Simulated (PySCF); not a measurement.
# CH4BClS (SMILES CSBCl): PBE/cc-pVDZ

Aim: the vertical ionisation energy of CH4BClS at PBE/cc-pVDZ, from 2 runs. 

The results are computed with PySCF 2.14.0.

## (1) The structure to begin with

CH4BClS: 8 atoms, total charge 0, spin state singlet. As SMILES, `CSBCl`. The coordinates come from a PBE0-D4/def2-TZVP relaxation. This is one conformer, not always the lowest.

Bond lengths: C1–S2 1.810 Å, S2–B3 1.766 Å, B3–Cl4 1.749 Å, C1–H5 1.088 Å, C1–H6 1.089 Å, C1–H7 1.089 Å, B3–H8 1.191 Å. Angles: C1–S2–B3 103.2°, S2–B3–Cl4 119.0°, S2–C1–H5 110.2°, S2–C1–H6 109.0°, S2–C1–H7 109.0°, S2–B3–H8 121.7°, Cl4–B3–H8 119.3°, H5–C1–H6 109.7°, H5–C1–H7 109.7°, H6–C1–H7 109.3°.

## (2) A single-point energy at PBE/cc-pVDZ

run.py

```python
# CSBCl
from pyscf import gto, dft

mol = gto.M(
    atom='''
C       -0.471000       1.184200       0.216300
S        0.979400       0.341100      -0.461900
B        0.578900      -1.367600      -0.269600
Cl       1.728300      -2.572200      -0.805600
H       -1.201900       0.455300       0.560900
H       -0.157800       1.812600       1.049100
H       -0.912200       1.808700      -0.559500
H       -0.451500      -1.719100       0.214500
''',
    max_memory=1860,
    basis='cc-pvdz',
    charge=0,
    verbose=3,
)

ks = dft.RKS(mol)
ks.xc = 'pbe'
ks.conv_tol = 1e-10
ks.grids.level = 4
ks.kernel()
if not ks.converged:
    ks = ks.newton().run(ks.mo_coeff, ks.mo_occ)

energy = ks.e_tot
print(f'total energy: {energy:.8f} hartree')
```

Started as:

```console
$ OMP_NUM_THREADS=1 python run.py
```

The program printed:

```text
converged SCF energy = -923.360024240438
total energy: -923.36002424 hartree
```

Wall time 14 s (1 thread of Arm Neoverse V1, shared host); peak memory 0.42 GiB.

## (3) The doublet cation

run.py

```python
from pyscf import gto, dft

mol = gto.M(
    atom='''
C   -0.471000   1.184200   0.216300
S    0.979400   0.341100  -0.461900
B    0.578900  -1.367600  -0.269600
Cl   1.728300  -2.572200  -0.805600
H   -1.201900   0.455300   0.560900
H   -0.157800   1.812600   1.049100
H   -0.912200   1.808700  -0.559500
H   -0.451500  -1.719100   0.214500
''',
    charge=1,
    basis='cc-pvdz',
    spin=1,
    max_memory=1860,
    verbose=4,
)

mf = dft.UKS(mol)
mf.xc = 'pbe'
mf.conv_tol = 1e-10
mf.grids.level = 4
mf.kernel()
if not mf.converged:
    mf = mf.newton().run(mf.mo_coeff, mf.mo_occ)

e_final = mf.e_tot
print('Final energy', e_final)
```

Started as:

```console
$ OMP_NUM_THREADS=1 python run.py
```

The program printed:

```text
PySCF version 2.14.0

[... 113 lines left out ...]
converged SCF energy = -923.006239844964  <S^2> = 0.75367807  2S+1 = 2.0036747
Final energy -923.0062398449642
```

It took 26 s on 1 thread of Arm Neoverse V1, shared host; peak memory 0.43 GiB.

## (4) Outcome

Level: PBE/cc-pVDZ.

| quantity | value |
| --- | --- |
| singlet CH4BClS: total energy | -923.36002 Eh |
| singlet CH4BClS: dipole moment | 2.38 D |
| singlet CH4BClS: HOMO energy | -6.46 eV |
| singlet CH4BClS: LUMO energy | -1.77 eV |
| singlet CH4BClS: HOMO–LUMO gap | 4.68 eV |
| doublet cation: total energy | -923.00624 Eh |
| doublet cation: HOMO energy (highest over α and β) | -12.93 eV |
| doublet cation: LUMO energy (lowest over α and β) | -12.74 eV |
| doublet cation: ⟨S²⟩ | 0.754 |
| vertical ionisation energy (to the doublet cation) | 9.627 eV |

**Reading.** The vertical ionisation energy comes to 9.63 eV (222 kcal/mol). −ε(HOMO) before ionisation, 6.46 eV, is 3.17 eV below this ionisation energy. Mulliken charges (singlet CH4BClS) run from -0.15 on C1 to +0.08 on H6.
